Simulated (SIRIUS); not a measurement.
Input of a SIRIUS 7.10.0 run:

File sirius.json:

```json
{
  "control": {
    "processing_unit": "cpu",
    "verbosity": 2,
    "num_bands_to_print": 17,
    "print_forces": true,
    "print_stress": true
  },
  "parameters": {
    "electronic_structure_method": "pseudopotential",
    "xc_functionals": ["XC_GGA_X_PBE", "XC_GGA_C_PBE"],
    "gk_cutoff": 9.2,
    "pw_cutoff": 18.4,
    "ngridk": [10, 10, 7],
    "shiftk": [0, 0, 0],
    "smearing": "fermi_dirac",
    "smearing_width": 0.0018374661,
    "num_bands": 17,
    "num_mag_dims": 0,
    "num_dft_iter": 100,
    "energy_tol": 1e-08,
    "density_tol": 1e-06
  },
  "iterative_solver": {
    "type": "davidson",
    "min_tolerance": 1e-09,
    "tolerance_scale": [0.1, 0.25]
  },
  "mixer": {
    "type": "anderson",
    "beta": 0.7,
    "max_history": 8
  },
  "settings": {
    "tol_ne": 1e-10,
    "pseudo_grid_cutoff": 6.5
  },
  "unit_cell": {
    "lattice_vectors": [
      [5.794108167976, 0.0, 0.0],
      [-2.897063532619, 5.017846470503, 0.0],
      [0.0, 0.0, 7.284932004955]
    ],
    "atom_coordinate_units": "lattice",
    "atom_types": ["Ta", "O"],
    "atom_files": {
      "O": "O.json",
      "Ta": "Ta.json"
    },
    "atoms": {
      "Ta": [
        [0.0, 0.0, 0.5]
      ],
      "O": [
        [0.0, 0.0, 0.0]
      ]
    }
  }
}
```

Potentials or basis: PseudoDojo 0.4.1 PBE standard (scalar relativistic).

Command:

```sh
$ upf_to_json O.upf
$ upf_to_json Ta.upf
$ OMP_NUM_THREADS=1 sirius.scf --input=sirius.json --output=out.json --task=0
```

Problem. Predict the pressure.

Solution. -0.8 GPa.

Problem. Predict the band gap on the k mesh.

Solution. None (metal or under the smearing width).

Stress tensor (GPa, compression positive):
```
-0.14  0.00  0.00
 0.00 -0.14  0.00
 0.00  0.00 -2.10
```

Caveat: an odd number of electrons without spin polarisation forces a metal; a magnetic or distorted state may lie lower. Spin-orbit coupling is left out, which matters for the levels of Ta.
